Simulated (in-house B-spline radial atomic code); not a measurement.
**Kr⁸⁺: ionisation energy by several methods**

An exercise on one series of results from a longer session: the logs are not shown, and one member is left open.

The numbers are computed with in-house B-spline radial atomic code version 1 (non-relativistic, several functionals, spin-polarised; spherical all-electron atom at the radial basis limit), except any that are marked as measured or tabulated.

## The atom as given

```
element       : krypton (Z = 36)
charge        : +8
electrons     : 28
configuration : [Ar] 3d10
nucleus       : point
```

Outer shells as boxes (Hund's rule):

[Ar] 3d10
```
[Ar] core
3d [↑↓][↑↓][↑↓][↑↓][↑↓]
```

Where spins are not typed, each open shell is filled with up spins first.

Set-up of the first run:

Settings of the run:

```ini
Z = 36
electrons = 28.0
configuration = [Ar] 3d10
hamiltonian = nr
method = b88,p86
spin_polarised = True
```

Among the steps run: BP86; OLYP; Hartree-Fock; r2SCAN; RPBE; PBEsol; revTPSS; exchange-only LDA; LDA (PW92).

One table of the session follows, with a row left open; its other results are not shown here.

| method | ΔSCF (eV) |
| --- | --- |
| exchange-only LDA | 232.32 |
| LDA (PW92) | 234.69 |
| BP86 | ? |
| OLYP | 235.41 |
| RPBE | 234.31 |
| PBEsol | 234.33 |
| r2SCAN | 235.50 |
| revTPSS | 234.21 |
| Hartree-Fock | 233.14 |

Q: Estimate the row for BP86 from the others.

As computed: ΔSCF (eV): 234.48. In the column «ΔSCF (eV)» it lies between PBEsol (234.33) and LDA (PW92) (234.69).

Members of this set that are not shown: 12 used exact exchange with fractional occupations of an open shell, which is unsound here.

Limits of these values: These runs leave out relativity, which matters at this nuclear charge.
